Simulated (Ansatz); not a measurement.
# Reference phase of Ni, 1 atom

Wanted: energy, pressure and frontier levels of the defect-free cell (PBEsol, HSE06 and r²SCAN).

All numbers are computed with Ansatz 0.2.0 (PAW, plane waves).

### Step 1. The starting cell

1 atoms (1 Ni); a = 2.450 Å, b = 2.450 Å, c = 2.450 Å, α = 60.00°, β = 60.00°, γ = 60.00°. Starting moments add up to 1 μB.

Steps to follow: (2) PBEsol single point at a 15×15×15 mesh, on 1 × NVIDIA GB300 Max-Q with 8 threads of Arm Neoverse-V2; (3) HSE06 single point at a 15×15×15 mesh, on 1 × NVIDIA GB300 Max-Q with 8 threads of Arm Neoverse-V2; (4) r²SCAN single point at a 15×15×15 mesh, on 1 × NVIDIA GB300 Max-Q with 8 threads of Arm Neoverse-V2.

Coordinates:

```cif
data_structure
_symmetry_space_group_name_H-M 'P 1'
_symmetry_Int_Tables_number 1
_cell_length_a 2.4500
_cell_length_b 2.4500
_cell_length_c 2.4500
_cell_angle_alpha 60.000
_cell_angle_beta 60.000
_cell_angle_gamma 60.000
_cell_volume 10.40
loop_
_atom_site_label
_atom_site_type_symbol
_atom_site_fract_x
_atom_site_fract_y
_atom_site_fract_z
_atom_site_occupancy
Ni1 Ni 0.00000 0.00000 0.00000 1
```

### Step 2. Single point with PBEsol

File in.yaml:

```yaml
crystal:
  lattice:
    - [0.000000, 1.732412, 1.732412]
    - [1.732412, 0.000000, 1.732412]
    - [1.732412, 1.732412, 0.000000]
  atoms:
    - { symbol: Ni, position: [0.000000, 0.000000, 0.000000], spin: 0.7 }
kpoints:
  mp_grid: { grid: [15, 15, 15] }
hamiltonian:
  xc: pbesol
magnetization:
  spin_polarized: true
scf:
  occupations: { method: fermi_dirac, width: 0.1 }
output:
  forces: true
  eigenvalues: true
  stress: true
  populations: true
```

Launch:

```bash
$ ansatz run in.yaml --threads 8 --pin off --max-ram 118750MiB --runs-dir r --events-out ev --progress --plain --backend cuda --devices 0,
```

### Step 3. HSE06 on the same atoms

in.yaml, as its differences from that of step 2:

```diff
@@ -10,3 +10,3 @@
 hamiltonian:
-  xc: pbesol
+  xc: hse06
 magnetization:
@@ -18,3 +18,2 @@
   eigenvalues: true
-  stress: true
   populations: true
```

### Step 4. r²SCAN on the same atoms

in.yaml, as its differences from that of step 3:

```diff
@@ -10,3 +10,3 @@
 hamiltonian:
-  xc: hse06
+  xc: r2scan
 magnetization:
```

Q: Predict the outcome of this session. Wanted: for each run, energy; pressure; moment.

The runs gave:

| level | time | energy (eV/atom) | pressure (GPa) | moment (μB) |
| --- | --- | --- | --- | --- |
| PBEsol | 2.2 s (GPU) | -5804.9751 | 0.09 | 0.63 |
| HSE06 | 16 s (GPU) | -5837.6574 | - | 0.88 |
| r²SCAN | 2.9 s (GPU) | -5845.2901 | - | 0.71 |

| quantity | value |
| --- | --- |
| largest local moment | +0.75 μB on Ni |

**Reading.** No level run gives a gap: levels at the Fermi energy are partly filled. Exact exchange costs time: HSE06 ran about 7.3 times as long as PBEsol on the same kind of device.
